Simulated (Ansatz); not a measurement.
# CH₄InNO₂: vertical ionisation energy

One table from this session's results is given with a row withheld; the runs are named, their logs left out.

Computed with Ansatz 0.2.0, Gaussian basis. Level: unrestricted cation, the program's frozen cores in correlated methods.

The runs, in order: UKS PBE-D4/def2-TZVPP; UKS r2SCAN-D4/def2-TZVPP; UKS PBE0-D4/def2-TZVPP; UKS B3LYP-D4/def2-TZVPP; UKS wB97X-V/def2-TZVPP; UKS wB97M-V/def2-TZVPP; UKS B2PLYP/def2-TZVPP; UHF-CCSD(T)/def2-TZVPP; UHF-MP2/def2-QZVPP; extrapolation to the limit; then −ε(HOMO) from the neutral's earlier runs with LDA (SPW92), PBE-D4, revPBE-D4, BLYP-D4, r2SCAN-D4, B97M-V, PBE0-D4, B3LYP-D4, r2SCANh-D4, r2SCAN0-D4, HSE06-D4, BHLYP-D4, CAM-B3LYP-D4, LC-ωPBE, ωB97X-V, ωB97M-V.

## The geometry

An earlier PBE0-D4 in a triple-zeta def2 set relaxation fixed the geometry. In takes the def2 core potential; no spin-orbit term is included.

9 atoms, charge 0, spin multiplicity 1.

Atoms are counted from 1 here; the program's logs count them from 0.

Bond lengths: N1–C2 1.274 Å, N1–H6 1.013 Å, C2–O3 1.344 Å, C2–O4 1.316 Å, O3–H7 0.965 Å, O4–In5 2.022 Å, In5–H8 1.696 Å, In5–H9 1.702 Å. Angles: C2–N1–H6 112.5°, N1–C2–O3 119.0°, N1–C2–O4 131.2°, O3–C2–O4 109.8°, C2–O3–H7 105.2°, C2–O4–In5 126.7°, O4–In5–H8 106.7°, O4–In5–H9 114.0°, H8–In5–H9 139.3°.

The first run:

The input, in.yaml:

```yaml
crystal:
  periodic: [false, false, false]
  atoms:
    - {symbol: N, position_ang: [0.802624, 1.351224, -0.251414]}
    - {symbol: C, position_ang: [0.838628, 0.108800, -0.529072]}
    - {symbol: O, position_ang: [1.838335, -0.357584, -1.297517]}
    - {symbol: O, position_ang: [0.037535, -0.879529, -0.190553]}
    - {symbol: In, position_ang: [-1.639682, -0.746569, 0.930959]}
    - {symbol: H, position_ang: [0.010749, 1.594662, 0.332339]}
    - {symbol: H, position_ang: [2.379698, 0.413996, -1.503934]}
    - {symbol: H, position_ang: [-2.269646, -2.316229, 1.051357]}
    - {symbol: H, position_ang: [-1.998251, 0.831220, 1.457855]}
basis:
  gaussian: {orbitals: def2-TZVPP}
total_charge: 1
magnetization: {spin_polarized: true, initial_magnetization: 1}
hamiltonian: {xc: pbe, dispersion: d4}
```

Launch:

```
$ ansatz run in.yaml --threads 2 --pin off --events-out ev --progress --plain --max-ram 22528MiB --backend cpu
```

Steps of the session up to this table: Cation, UKS PBE-D4/def2-TZVPP; Cation, UKS r2SCAN-D4/def2-TZVPP; Cation, UKS PBE0-D4/def2-TZVPP; Cation, UKS B3LYP-D4/def2-TZVPP; Cation, UKS wB97X-V/def2-TZVPP; Cation, UKS wB97M-V/def2-TZVPP; Cation, UKS B2PLYP (frozen core)/def2-TZVPP; Cation, UHF-CCSD(T)/def2-TZVPP; Cation, UHF-MP2/def2-QZVPP.

One of the session's tables, all rows but one given; the rest of the session is left out.

For comparison, −ε(HOMO) of the neutral from earlier runs:

| functional | −ε(HOMO) (eV) |
| --- | --- |
| LDA (SPW92) | 6.00 |
| PBE-D4 | 5.76 |
| revPBE-D4 | 5.67 |
| BLYP-D4 | 5.64 |
| r2SCAN-D4 | 6.01 |
| B97M-V | 6.04 |
| PBE0-D4 | 7.09 |
| B3LYP-D4 | 6.87 |
| r2SCANh-D4 | ? |
| r2SCAN0-D4 | 7.29 |
| HSE06-D4 | 6.69 |
| BHLYP-D4 | 8.35 |
| CAM-B3LYP-D4 | 8.52 |
| LC-ωPBE | 9.89 |
| ωB97X-V | 9.51 |
| ωB97M-V | 9.42 |

**Question.** Estimate the row for r2SCANh-D4.

Worked estimate for «−ε(HOMO) (eV)». Against the share of exact exchange, r2SCAN-D4 (0, 6.01), r2SCAN0-D4 (0.25, 7.29) give a slope of 5.12 per unit share; at 0.1 the line stands at 6.52.

**Answer.** −ε(HOMO) (eV): 6.52. In «−ε(HOMO) (eV)» the line misses by 0.00.
